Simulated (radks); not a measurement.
**Taking charge from the 5s level of Hg³⁺ in fractions**

The task here is to estimate one member of a computed series from the others.

The numbers are computed with radks (a radial shooting solver on a logarithmic mesh, Libxc functionals) version 1 (Dirac Kohn-Sham, PBE, spin-unpolarised, spherical densities, finite nucleus; open shells are shared between the two j in proportion to 2j + 1), except any that are marked as measured or tabulated.

### The atom as given

| Property | Result |
| --- | --- |
| element | mercury (Z = 80) |
| charge | +3 |
| electrons | 77 |
| configuration | [Xe] 4f14 5d9 |
| nuclear rms radius | 5.4648 fm |

The outer shells:

Hg³⁺
```
[Xe] core
4f [↑↓][↑↓][↑↓][↑↓][↑↓][↑↓][↑↓]
5d [↑↓][↑↓][↑↓][↑↓][↑ ]
```

Set-up of the first run:

Settings of this run:

```text
Z 80
configuration [Xe] 4f14 5d9
relativity Dirac
functional pbe,pbe
spin unpolarised
j_filling average
nucleus finite rms 5.4648 fm
c 137.035999084
```

Steps of the session up to this table: Start: [Xe] 4f14 5d9.

One table of the session follows, with a row left open; its other results are not shown here.

It belongs to the step «Start: [Xe] 4f14 5d9». Radial moments (bohr):

| level | <r> | outermost maximum (interpolated) | 90 % within | nodes |
| --- | --- | --- | --- | --- |
| 4d5/2 | 0.4536 | 0.407 | 0.676 | 1 |
| 5s1/2 | ? | ? | ? | ? |
| 4f5/2 | 0.4790 | 0.364 | 0.766 | 0 |
| 4f7/2 | 0.4857 | 0.369 | 0.777 | 0 |
| 5p1/2 | 0.9684 | 0.873 | 1.40 | 3 |
| 5p3/2 | 1.062 | 0.951 | 1.54 | 3 |
| 5d3/2 | 1.361 | 1.13 | 2.06 | 2 |
| 5d5/2 | 1.405 | 1.16 | 2.12 | 2 |

**Question.** Estimate the row for 5s1/2.

As computed: <r>: 0.9010; outermost maximum (interpolated): 0.829; 90 % within: 1.29; nodes: 4. In the column «<r>» it lies between 4f7/2 (0.4857) and 5p1/2 (0.9684).
